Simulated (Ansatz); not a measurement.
Run this with Ansatz 0.2.0, Python API and show what comes out.

Input file `mgcd5.cif`:
```cif
data_MgCd5
_cell_length_a 5.183424
_cell_length_b 5.183424
_cell_length_c 5.564360
_cell_angle_alpha 90.00000
_cell_angle_beta 90.00000
_cell_angle_gamma 120.00000
_symmetry_space_group_name_H-M 'P 1'
_symmetry_Int_Tables_number 1
loop_
_symmetry_equiv_pos_as_xyz
'x, y, z'
loop_
_atom_site_label
_atom_site_type_symbol
_atom_site_fract_x
_atom_site_fract_y
_atom_site_fract_z
Mg1 Mg    0.000000    0.000000    0.500000
Cd2 Cd    0.000000    0.331766    0.000000
Cd3 Cd    0.668234    0.668234    0.000000
Cd4 Cd    0.331766    0.000000    0.000000
Cd5 Cd    0.666667    0.333333    0.500000
Cd6 Cd    0.333333    0.666667    0.500000
```

`edit_mgcd5.py`:
```python
'''Editing single keys of the input for MgCd5.'''

import warnings

import ansatz as az
from ase.io import read

SETTINGS = {
    'xc': 'r2SCAN',
    'k_length': 24,
    'sigma': 0.15,
}


def main() -> None:
    warnings.simplefilter('ignore', az.DeckWarning)

    atoms = read('mgcd5.cif')
    mgcd5 = az.Crystal.from_ase(atoms)

    calc = (
        mgcd5.calculation()
        .functional(SETTINGS['xc'])
        .pseudopotentials('paw')
        .kpoints(length=SETTINGS['k_length'])  # the mesh must be finer for metals
        .occupations(az.OccupationsMethod.METHFESSEL_PAXTON, width=SETTINGS['sigma'])  # fractional filling near the Fermi level
        .band_table()
    )
    typed = calc.input()
    rows = []
    for value in [2, 6, 12]:
        edited = typed.set(az.key.scf.n_extra_bands, value)
        summary = az.Session.from_dict(edited).plan().execute().report
        rows.append((value, summary['free_energy_ev'], summary['n_iterations'], len(summary['eigenvalues_ev'][0]) if 'eigenvalues_ev' in summary else 0))
    for row in rows:
        print('; '.join(f'{name} = {round(v, 4) if isinstance(v, float) else v}' for name, v in zip(['extra bands', 'F eV', 'iterations', 'bands listed'], row)))


if __name__ == '__main__':
    main()
```

```console
$ python edit_mgcd5.py
extra bands = 2; F eV = -43267.5053; iterations = 8; bands listed = 57
extra bands = 6; F eV = -43267.5053; iterations = 8; bands listed = 61
extra bands = 12; F eV = -43267.5053; iterations = 8; bands listed = 67
```

Reading the output:
- Absolute energies stand on the zero of these potentials, so only differences at equal settings mean something. A total without «per atom» is that of the whole cell that was run.
- The mesh is modest for a metal, so energies can be off by several to tens of meV an atom and pressures by half a GPa or more; differences at equal mesh fare better.
- The structure comes from a database of computed cells and needn't be a stable or known phase.
- Wall time of the script: 100 s on 1 thread of Arm Neoverse N1, on a shared host, peak memory 0.73 GiB.
